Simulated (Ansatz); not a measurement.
# MnAs: how the settings move a relaxation

Aim: see which settings change the result for MnAs, by how much, and at what cost.

The COD entry's cell or inner coordinates are ideal or old and differ from later refinements, so a difference from it is no clean test against experiment.

Method: reference: DFT, PBEsol, PAW with Ansatz's default frozen-core files, scalar-relativistic; relaxation of cell and atoms, in Ansatz 0.2.0.

### 1 The system as given

Symmetry: P6_3/mmc, No. 194, hexagonal system. Conventional cell: a = 3.710 Å, b = 3.710 Å, c = 5.691 Å, α = 90.00°, β = 90.00°, γ = 120.00°. Around Mn (site symmetry -3m) lie 6 As at 2.57 Å and 2 Mn at 2.85 Å. As (site symmetry -6m2) has 6 Mn at 2.57 Å as nearest neighbours.

As a file:

```cif
data_structure
_symmetry_space_group_name_H-M 'P6_3/mmc'
_symmetry_Int_Tables_number 194
_cell_length_a 3.7100
_cell_length_b 3.7100
_cell_length_c 5.6910
_cell_angle_alpha 90.000
_cell_angle_beta 90.000
_cell_angle_gamma 120.000
_cell_volume 67.84
loop_
_atom_site_label
_atom_site_type_symbol
_atom_site_symmetry_multiplicity
_atom_site_Wyckoff_symbol
_atom_site_fract_x
_atom_site_fract_y
_atom_site_fract_z
_atom_site_occupancy
Mn1 Mn 2 a 0.00000 0.00000 0.00000 1
As1 As 2 c 0.33333 0.66667 0.25000 1
```

### 2 Baseline

Input file input.yaml:

```yaml
crystal:
  lattice:
    - [3.70999999998, 0.0, 0.0]
    - [-1.85499999999, 3.21295424803, 0.0]
    - [0.0, 0.0, 5.691]
  atoms:
    - { symbol: Mn, position: [0.0, 0.0, 0.0], spin: 4.0 }
    - { symbol: Mn, position: [0.0, 0.0, 0.5], spin: 4.0 }
    - { symbol: As, position: [0.333333333333, 0.666666666667, 0.25] }
    - { symbol: As, position: [0.666666666667, 0.333333333333, 0.75] }
magnetization:
  spin_polarized: true
kpoints:
  mp_grid: { grid: [10, 10, 6] }
scf:
  occupations: { method: fermi_dirac, width: 0.1 }
hamiltonian:
  xc: pbesol
  pseudopotentials: { kind: paw }
relax:
  f_tol: 0.002
  max_steps: 80
  cell: {}
output:
  forces: true
  stress: true
  write_density: true
  write_potential: true
  elf: true
  volumetric_format: npy
```

Launch:

```console
ansatz run input.yaml --threads 2 --pin off --max-ram 8192MiB --backend cpu --events-out ev --progress --plain --runs-dir out
```

The main lines of its log:

```text
[...]
Basis set: ecut = 420 eV, 1339 PW (Γ), exchange–correlation on 50×50×80 points (8 copies of the dense FFT grid, shifted against one another)
[...]
Magnetic group: BNS 194.263 (UNI 1493), of the structure as read, at distance tolerance 4.1e-5 Å
k-points: 56 of 600
[...]
SCF iter   1: F=—  HF=-17363.239380 eV  |F-HF|=—  |Δ(HF+E_count)|=         —  Δρ=2.43e-2 (↑2.43e-2 ↓1.82e-2)  dr2=6.11e-1  dr2_m=1.30e-1  M=7.037 μB ∫|m|=7.635 μB  β_m=0.30  ethr=1.01e-3  ⟨swp⟩=1.3  Hψ=20603  notcnv=0
[...]
preconditioner: auto → Kerker (q_TF=auto, 2.673 Å⁻¹)  [metal: Δε(μ)=0.010 eV  Ē_g=8.555 eV  σ=0.100 eV  W_gap=0.02  n_scr=22 (ndim 8)  ℏωp=22.1 eV  f_vac=0.000  D(μ)=1.91/eV (n_scr^D=22)]
[...]
SCF iter   2: F=—  HF=-17363.235790 eV  |F-HF|=—  |Δ(HF+E_count)|=   3.59e-3  Δρ=1.52e-2 (↑1.24e-2 ↓1.52e-2)  dr2=2.07e-1  dr2_m=6.47e-2  M=6.944 μB ∫|m|=7.605 μB  β_m=0.44  ethr=1.01e-3  ⟨swp⟩=2.0  Hψ=5830  notcnv=0
[...]
relax step   1: F+E_penalty+E_count = -17364.19304681 eV  Δ(F+E_penalty+E_count) = +0.000e0 eV  max|allowed force component| = 2.313e-17 eV/Å  Δτ_max = 0.0000 Å  P = -8.850 GPa  Ω = 67.837 Å³  (14 SCF iters, dr2 threshold 1.00e-7 eV, accepted)
[...]
Basis set: ecut = 420 eV, 1183 PW (Γ), exchange–correlation on 50×50×80 points (8 copies of the dense FFT grid, shifted against one another)
[...]
relax step   2: F+E_penalty+E_count = -17364.44455670 eV  Δ(F+E_penalty+E_count) = -2.515e-1 eV  max|allowed force component| = 3.469e-17 eV/Å  Δτ_max = 0.0000 Å  P = -4.652 GPa  Ω = 62.279 Å³  energy of the carried Pulay correction = +1.206e-3 eV  (10 SCF ite
[...]
Basis set: ecut = 420 eV, 1103 PW (Γ), exchange–correlation on 50×50×80 points (8 copies of the dense FFT grid, shifted against one another)
[...]
relax step   3: F+E_penalty+E_count = -17364.47888490 eV  Δ(F+E_penalty+E_count) = -3.433e-2 eV  max|allowed force component| = 3.180e-17 eV/Å  Δτ_max = 0.0000 Å  P = +3.395 GPa  Ω = 57.063 Å³  energy of the carried Pulay correction = +2.434e-3 eV  (10 SCF ite
[...]
Basis set: ecut = 420 eV, 1139 PW (Γ), exchange–correlation on 50×50×80 points (8 copies of the dense FFT grid, shifted against one another)
[...]
relax step   4: F+E_penalty+E_count = -17364.49752736 eV  Δ(F+E_penalty+E_count) = -1.864e-2 eV  max|allowed force component| = 1.793e-17 eV/Å  Δτ_max = 0.0000 Å  P = +0.112 GPa  Ω = 58.854 Å³  energy of the carried Pulay correction = +2.001e-3 eV  (9 SCF iter
[...]
relax step   5: F+E_penalty+E_count = -17364.49766930 eV  Δ(F+E_penalty+E_count) = -1.419e-4 eV  max|allowed force component| = 2.255e-17 eV/Å  Δτ_max = 0.0000 Å  P = +0.001 GPa  Ω = 58.924 Å³  energy of the carried Pulay correction = +1.984e-3 eV  (7 SCF iter
[...]
relax step   6: F+E_penalty+E_count = -17364.49594237 eV  Δ(F+E_penalty+E_count) = +1.727e-3 eV  max|allowed force component| = 2.313e-17 eV/Å  Δτ_max = 0.0000 Å  P = -0.007 GPa  Ω = 58.924 Å³  stress off target by 4.91e-2 GPa  SCF on the basis re-selected at 
[...]
SCF converged after 10 iterations
Magnetization: 4.8163 μB (32.4081 up, 27.5919 down)
[...]
Free energy (F): -17364.495942 eV
[...]
E sigma→0 (E₀):  -17364.445630 eV
[...]
Fermi energy:    15.589623 eV
[...]
  P = ⅓ Tr σ = -0.0067 GPa (-0.067 kbar)
[...]
--- Relaxed structure (5 steps of the walk, 5 accepted, 1 SCFs on fresh bases) ---
[...]
```

Run time: 53 s. Hardware: 2 threads of Arm Neoverse V2, shared host; peak memory 0.53 GiB.

### 3 Changed: eigensolver.kind davidson, f_tol 0.005, max_displacement 0.05, accuracy medium

Changes to input.yaml since step 2:

```diff
@@ -16,2 +16,3 @@
   occupations: { method: fermi_dirac, width: 0.1 }
+  eigensolver: { kind: davidson }
 hamiltonian:
@@ -20,5 +21,6 @@
 relax:
-  f_tol: 0.002
+  f_tol: 0.005
   max_steps: 80
   cell: {}
+  max_displacement: 0.05
 output:
@@ -26,5 +28,2 @@
   stress: true
-  write_density: true
-  write_potential: true
-  elf: true
-  volumetric_format: npy
+accuracy: medium
```

Launch:

```console
ansatz run input.yaml --threads 2 --pin off --max-ram 8192MiB --backend cpu --events-out ev --progress --plain --runs-dir out
```

The program printed:

```text
Engine: ansatz 0.2.0
Pseudopotentials: kind: paw
Pseudopotential: Mn, paw, valence charge 15, recommended cutoff 420 eV (normal), Mn.paw.azcp
Pseudopotential: As, paw, valence charge 15, recommended cutoff 420 eV (normal), As.paw.azcp
Functional definition: PBEsol
  exchange = pbesol_x
  correlation = pbesol_c
Crystal: 4 atoms, lattice volume = 67.837 Å³
Basis set: ecut = 420 eV, 1339 PW (Γ), exchange–correlation on 50×50×80 points (8 copies of the dense FFT grid, shifted against one another)
Bands: 41, of which v1, the nominal top of the filled ones, is band 30 counted from 1 (29 counted from 0)
Symmetry: 24 space group operations
Space group: P63/mmc (ITA 194), of the structure as read, at distance tolerance 4.1e-5 Å
Magnetic group: BNS 194.263 (UNI 1493), of the structure as read, at distance tolerance 4.1e-5 Å
k-points: 56 of 600
Non-local potential: Mn, projectors of the file, l = 0: 3, l = 1: 2, l = 2: 3, l = 3: 1
Non-local potential: As, projectors of the file, l = 0: 2, l = 1: 2, l = 2: 3, l = 3: 1
PAW form: soft (Blöchl's): semilocal exchange-correlation on the pseudo side does not see the compensation charge
PAW frozen core: Mn, regenerated for the run's functional, and the local potential with it (the file was generated under x = pbe(κ = 0.804, μ = 0.2195149727645171), c = pbe(β = 0.06672455060314922))
PAW frozen core: As, regenerated for the run's functional, and the local potential with it (the file was generated under x = pbe(κ = 0.804, μ = 0.2195149727645171), c = pbe(β = 0.06672455060314922))
PAW one-centre angular grid: Mn, 590 points (default); XC on 64 Gauss nodes
PAW one-centre angular grid: As, 590 points (default); XC on 64 Gauss nodes
Initial density: superposition of atomic densities (chi_scale 0.1, normalization cell)
Starting moments: Σ|m| = 8 μB on 2 of 4 sites
Initial wavefunctions: pseudopotential atomic-orbital guess
Functional: x = pbesol(κ = 0.804, μ = 0.12345679012345678), c = pbesol(β = 0.046)
iter 1 solved again at ethr=1.05e-3 eV; its pass at ethr=1.00e-1 eV (dr2=6.30e-1 eV) is discarded
SCF iter   1: F=—  HF=-17363.235398 eV  |F-HF|=—  |Δ(HF+E_count)|=         —  Δρ=2.41e-2 (↑2.41e-2 ↓1.81e-2)  dr2=6.06e-1  dr2_m=1.30e-1  M=7.037 μB ∫|m|=7.635 μB  β_m=0.30  ethr=1.05e-3  ⟨swp⟩=4.9  Hψ=24487  notcnv=0
Mixer restart at iter 1: flushing history
preconditioner: auto → Kerker (q_TF=auto, 2.673 Å⁻¹)  [metal: Δε(μ)=0.002 eV  Ē_g=8.556 eV  σ=0.100 eV  W_gap=0.00  n_scr=22 (ndim 8)  ℏωp=22.1 eV  f_vac=0.000  D(μ)=1.91/eV (n_scr^D=22)]
spin=Collinear: Kerker preconditioning applied to the charge; magnetization (m = ρ↑ − ρ↓) channel mixes plain (no charge-response kernel on spin).
SCF iter   2: F=—  HF=-17363.245781 eV  |F-HF|=—  |Δ(HF+E_count)|=   1.04e-2  Δρ=1.52e-2 (↑1.27e-2 ↓1.52e-2)  dr2=2.10e-1  dr2_m=6.71e-2  M=6.942 μB ∫|m|=7.600 μB  β_m=0.45  ethr=1.01e-3  ⟨swp⟩=2.2  Hψ=9201  notcnv=0  defer=4
SCF iter   3: F=—  HF=-17363.740587 eV  |F-HF|=—  |Δ(HF+E_count)|=         —  Δρ=2.69e-2 (↑1.43e-2 ↓2.69e-2)  dr2=3.41e-1  dr2_m=2.32e-1  M=6.377 μB ∫|m|=7.094 μB  β_m=0.45  ethr=3.50e-4  ⟨swp⟩=3.0  Hψ=9497  notcnv=0  defer=11
Mixer restart at iter 3: flushing history
SCF iter   4: F=—  HF=-17364.064583 eV  |F-HF|=—  |Δ(HF+E_count)|=   3.24e-1  Δρ=1.85e-2 (↑1.12e-2 ↓1.85e-2)  dr2=1.90e-1  dr2_m=1.20e-1  M=6.284 μB ∫|m|=7.007 μB  β_m=0.68  ethr=3.50e-4  ⟨swp⟩=3.3  Hψ=10224  notcnv=0  defer=8
SCF iter   5: F=—  HF=-17364.191574 eV  |F-HF|=—  |Δ(HF+E_count)|=   1.27e-1  Δρ=2.31e-3 (↑2.31e-3 ↓2.02e-3)  dr2=2.59e-2  dr2_m=1.19e-4  M=6.139 μB ∫|m|=6.867 μB  β_m=0.69  ethr=3.17e-4  ⟨swp⟩=4.0  Hψ=11732  notcnv=0  defer=8
SCF iter   6: F=—  HF=-17364.181440 eV  |F-HF|=—  |Δ(HF+E_count)|=   1.01e-2  Δρ=2.59e-3 (↑2.59e-3 ↓2.52e-3)  dr2=1.02e-2  dr2_m=1.63e-4  M=6.133 μB ∫|m|=6.846 μB  β_m=0.77  ethr=4.32e-5  ⟨swp⟩=4.1  Hψ=11404  notcnv=0  defer=5
SCF iter   7: F=—  HF=-17364.190752 eV  |F-HF|=—  |Δ(HF+E_count)|=   9.31e-3  Δρ=2.01e-3 (↑8.89e-4 ↓2.01e-3)  dr2=3.91e-3  dr2_m=4.06e-4  M=6.167 μB ∫|m|=6.879 μB  β_m=0.89  ethr=1.69e-5  ⟨swp⟩=3.1  Hψ=9587  notcnv=0  defer=2
SCF iter   8: F=—  HF=-17364.193072 eV  |F-HF|=—  |Δ(HF+E_count)|=   2.32e-3  Δρ=4.78e-4 (↑4.78e-4 ↓2.47e-4)  dr2=4.44e-4  dr2_m=2.88e-5  M=6.191 μB ∫|m|=6.906 μB  β_m=0.94  ethr=6.52e-6  ⟨swp⟩=4.0  Hψ=11169  notcnv=0  defer=2
iter 9 solved again at ethr=5.62e-8 eV; its pass at ethr=7.40e-7 eV (dr2=3.37e-5 eV) is discarded
SCF iter   9: F=—  HF=-17364.193046 eV  |F-HF|=—  |Δ(HF+E_count)|=   2.65e-5  Δρ=9.45e-5 (↑8.93e-5 ↓9.45e-5)  dr2=3.23e-5  dr2_m=3.96e-7  M=6.192 μB ∫|m|=6.906 μB  β_m=0.97  ethr=5.62e-8  ⟨swp⟩=4.0  Hψ=18219  notcnv=0  defer=1
SCF iter  10: F=—  HF=-17364.193047 eV  |F-HF|=—  |Δ(HF+E_count)|=   1.26e-6  Δρ=3.66e-5 (↑3.66e-5 ↓3.66e-5)  dr2=4.60e-6  dr2_m=9.96e-9  M=6.193 μB ∫|m|=6.907 μB  β_m=0.89  ethr=5.38e-8  ⟨swp⟩=3.0  Hψ=9298  notcnv=0
SCF iter  11: F=—  HF=-17364.193047 eV  |F-HF|=—  |Δ(HF+E_count)|=   1.45e-7  Δρ=1.88e-5 (↑1.88e-5 ↓1.31e-5)  dr2=1.57e-7  dr2_m=1.20e-7  M=6.193 μB ∫|m|=6.907 μB  β_m=0.91  ethr=7.67e-9  ⟨swp⟩=4.0  Hψ=11284  notcnv=0
SCF iter  12: F=—  HF=-17364.193047 eV  |F-HF|=—  |Δ(HF+E_count)|=   2.85e-8  Δρ=4.47e-6 (↑4.47e-6 ↓3.86e-6)  dr2=4.82e-8  dr2_m=3.33e-10  M=6.193 μB ∫|m|=6.907 μB  β_m=0.96  ethr=2.62e-10  ⟨swp⟩=3.4  Hψ=11247  notcnv=0
SCF iter  13: F=-17364.193047 eV  HF=-17364.193047 eV  |F-HF|=2.07e-9  |Δ(HF+E_count)|=   8.98e-9  Δρ=1.16e-6 (↑1.16e-6 ↓7.89e-7)  dr2=1.94e-9  dr2_m=1.35e-10  M=6.193 μB ∫|m|=6.907 μB  ethr=8.03e-11  ⟨swp⟩=3.3  Hψ=9883  notcnv=0
SCF 1 converged in 13 iterations: F = -17364.193047 eV  dr2 = 1.94e-9
  Residual-converged pass: ⟨swp⟩=2.6  Hψ=7884  notcnv=0  max |occ|·‖R‖ = 6.7e-6 eV (tolerance 6.7e-6 eV)  dr2=1.78e-9  dr2_m=1.26e-10  dr2_onsite=1.91e-9  max |Δocc| = 6.8e-10
relax step   1: F+E_penalty+E_count = -17364.19304681 eV  Δ(F+E_penalty+E_count) = +0.000e0 eV  max|allowed force component| = 1.619e-17 eV/Å  Δτ_max = 0.0000 Å  P = -8.850 GPa  Ω = 67.837 Å³  (13 SCF iters, dr2 threshold 1.00e-7 eV, accepted)
[... 21 lines left out ...]
relax step   2: F+E_penalty+E_count = -17364.44455714 eV  Δ(F+E_penalty+E_count) = -2.515e-1 eV  max|allowed force component| = 3.007e-17 eV/Å  Δτ_max = 0.0000 Å  P = -4.651 GPa  Ω = 62.279 Å³  energy of the carried Pulay correction = +1.206e-3 eV  (10 SCF iters, dr2 threshold 4.00e-7 eV, accepted)
[... 18 lines left out ...]
relax step   3: F+E_penalty+E_count = -17364.47890402 eV  Δ(F+E_penalty+E_count) = -3.435e-2 eV  max|allowed force component| = 3.412e-17 eV/Å  Δτ_max = 0.0000 Å  P = +3.394 GPa  Ω = 57.064 Å³  energy of the carried Pulay correction = +2.434e-3 eV  (10 SCF iters, dr2 threshold 4.00e-7 eV, accepted)
[... 17 lines left out ...]
relax step   4: F+E_penalty+E_count = -17364.49724840 eV  Δ(F+E_penalty+E_count) = -1.834e-2 eV  max|allowed force component| = 2.024e-17 eV/Å  Δτ_max = 0.0000 Å  P = +0.158 GPa  Ω = 58.824 Å³  energy of the carried Pulay correction = +2.008e-3 eV  (9 SCF iters, dr2 threshold 4.00e-7 eV, accepted)
[... 14 lines left out ...]
relax step   5: F+E_penalty+E_count = -17364.49765726 eV  Δ(F+E_penalty+E_count) = -4.089e-4 eV  max|allowed force component| = 1.099e-17 eV/Å  Δτ_max = 0.0000 Å  P = +0.004 GPa  Ω = 58.921 Å³  energy of the carried Pulay correction = +1.985e-3 eV  (8 SCF iters, dr2 threshold 2.69e-7 eV, accepted)
[... 11 lines left out ...]
relax step   6: F+E_penalty+E_count = -17364.49767464 eV  Δ(F+E_penalty+E_count) = -1.738e-5 eV  max|allowed force component| = 1.330e-17 eV/Å  Δτ_max = 0.0000 Å  P = -0.000 GPa  Ω = 58.926 Å³  energy of the carried Pulay correction = +1.984e-3 eV  (5 SCF iters, dr2 threshold 1.23e-8 eV, accepted)
[... 17 lines left out ...]
relax step   7: F+E_penalty+E_count = -17364.49594799 eV  Δ(F+E_penalty+E_count) = +1.727e-3 eV  max|allowed force component| = 1.793e-17 eV/Å  Δτ_max = 0.0000 Å  P = -0.008 GPa  Ω = 58.926 Å³  stress off target by 9.67e-3 GPa  SCF on the basis re-selected at this cell (its energy is not comparable with the rows above)  (10 SCF iters)
basis re-selected at this cell: Δ(F+E_penalty+E_count) = +1.727e-3 eV, ΔP = -0.008 GPa vs the last step (what re-selecting the basis moved, of the pressure what is left beyond the Pulay correction that the steps carried, after the strain that the cell walked since its last selection, with what the two solves' SCF thresholds leave and, on support functions, any second-order correction that the steps lacked; it is no measure of the basis error at this ecutwfc). The dense FFT grid was sized anew with the basis: this SCF ran on 24×24×36 points, the steps before it on 25×25×40, so part of this shift can come from that change (see relax.cell in the input reference). This SCF's stress stands 9.67e-3 GPa from its target on what of the cell is left free (relax.cell.stress_tol is 5.00e-2 GPa) and its largest allowed force component is 1.79e-17 eV/Å (relax.f_tol is 5.00e-3 eV/Å): within both
SCF converged after 10 iterations
Magnetization: 4.8156 μB (32.4078 up, 27.5922 down)
Absolute magnetization: 5.3322 μB (∫|ρ↑−ρ↓|, with the PAW one-centre terms)
Spin contamination: 0.1301 ħ² per cell (⟨S²⟩ above its minimum at these occupations)
Per-site moments (μB) at R_I (Å): [(2.380424475751046, 1.0129631941450064), (2.380424475751046, 1.0129631941450064), (-0.07926607500400974, 1.0129631941450064), (-0.0792660750040101, 1.0129631941450066)]
Free energy (F): -17364.495948 eV
Harris-Foulkes:  -17364.495948 eV  (|F-HF|=2.91e-11)
Internal energy: -17364.395308 eV  (E = F + TS)
E sigma→0 (E₀):  -17364.445628 eV
Entropy (-TS):   -0.100640 eV (-25.160 meV/atom)
Fermi energy:    15.589261 eV
--- Per-component energies (eV) ---
  E_band       = -780.586591
  E_kinetic    = 825.437090
  E_local      = -6609.871055  (includes V_loc(G=0)·N_el)
  E_nonlocal   = -844.894034
  E_hartree    = 3221.955039
  E_xc         = -386.330347
  E_vxc        = -453.098875  (∫ρ·V_xc dr)
  E_paw        = -6132.106554  (= ΣΔE_a)
  E_vpaw       = -142.070084  (= ΣTr[D̂ρ^β])
  E_aug_tail   = 0.000000  (compensation charges beyond the density's cutoff)
  E_ewald      = -7440.857605
  E_core_change = 2.272158  (= ΣΔE_core)
  E_smearing   = -0.100640  (= −TS)
  E_closure    = 0.000000  (closes the sum)
  Σ components = -17364.495948   (vs F -17364.495948, Δ=0.00e0)
--- Forces (eV/Å), atoms counted from 1 ---
  atom   1  Mn     0.00000000    -0.00000000     0.00000000
  atom   2  Mn    -0.00000000    -0.00000000     0.00000000
  atom   3  As     0.00000000    -0.00000000     0.00000000
  atom   4  As     0.00000000     0.00000000     0.00000000
  max |Σ_I F_I| component: 9.25e-18 eV/Å
--- Stress (GPa, compression-positive) ---
       -0.006600       0.000000       0.000000
       -0.000000      -0.006600       0.000000
        0.000000       0.000000      -0.009666
  P = ⅓ Tr σ = -0.0076 GPa (-0.076 kbar)
--- Relaxed structure (6 steps of the walk, 6 accepted, 1 SCFs on fresh bases) ---
  F+E_penalty+E_count = -17364.49594799 eV   max|allowed force component| = 1.793e-17 eV/Å   (the final SCF, on the basis selected at the relaxed cell)
  cell:  # Å, volume = 58.9256 Å³
    - [3.571653186992832, 0.0, 0.0]
    - [-1.785826593496416, 3.0931423934434448, 0.0]
    - [0.0, 0.0, 5.333773968066272]
  atoms:
    - { symbol: Mn, position: [5.238108027194907e-34, 3.2937237794478542e-34, 2.1503566780812792e-35] }
    - { symbol: Mn, position: [4.716285701178044e-34, 3.2937237794478542e-34, 0.5] }
    - { symbol: As, position: [0.33333333333333337, 0.6666666666666667, 0.25] }
    - { symbol: As, position: [0.6666666666666667, 0.33333333333333337, 0.75] }
```

Run time: 74 s. Hardware: 2 threads of Arm Neoverse V2, shared host; peak memory 0.48 GiB.

The changed solver, convergence setting and walk settings doesn't alter the result here (within 0.5 meV/atom).

### 4 Comparison

| run | ending | energy change | pressure (GPa) | abs. moment (μB) | force (eV/Å) | cycles | time |
| --- | --- | --- | --- | --- | --- | --- | --- |
| reference | converged | 0 | 0.0 | 5.33 | 0.00 | 60 | 53 s |
| 1: eigensolver.kind davidson, f_tol 0.005, max_displacement 0.05, accuracy medium | converged | 0.0 meV/atom | 0.0 | 5.33 | 0.00 | 65 | 74 s |

Times don't compare one to one where runs were asked for different outputs or read a saved state (see the inputs); cycles may leave out searches for a lower state.

The changed solver, convergence setting and walk settings doesn't alter the result here (within 0.5 meV/atom).
